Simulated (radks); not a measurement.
# N in [He] 2p5: an all-electron calculation

An exercise on one series of results from a longer session: the logs are not shown, and one member is left open.

Method: non-relativistic Kohn-Sham, TPSS, spin-polarised, spherical densities, point nucleus; open shells are filled with parallel spins first. Code: radks (a radial shooting solver on a logarithmic mesh, Libxc functionals) version 1.

## The system

```
element       : nitrogen (Z = 7)
charge        : 0
electrons     : 7
configuration : [He] 2p5
```

Outer shells as boxes (Hund's rule):

N
```
[He] core
2p [↑↓][↑↓][↑ ]
```

Set-up of the first run:

Settings of this run:

```text
Z 7
configuration [He] 2p5
relativity non-relativistic
functional tpss,tpss
spin polarised
nucleus point
```

The run is started by

```sh
$ python run_ks.py task.json out
```

This one command runs every case of the session in turn.

One table of the session follows, with a row left open; its other results are not shown here.

It belongs to the step «Orbitals and density». Sizes of the orbitals, from the radial functions (bohr):

| level | <r> | outermost maximum (interpolated) | 90 % within |
| --- | --- | --- | --- |
| 1s up | 0.2294 | 0.148 | 0.411 |
| 1s down | 0.2290 | 0.148 | 0.410 |
| 2p up | 1.426 | 0.960 | 2.46 |
| 2p down | ? | ? | ? |

Q: Estimate the row for 2p down from the others.

**Answer.** <r>: 1.503; outermost maximum (interpolated): 0.985; 90 % within: 2.62. In the column «<r>» it is the highest.
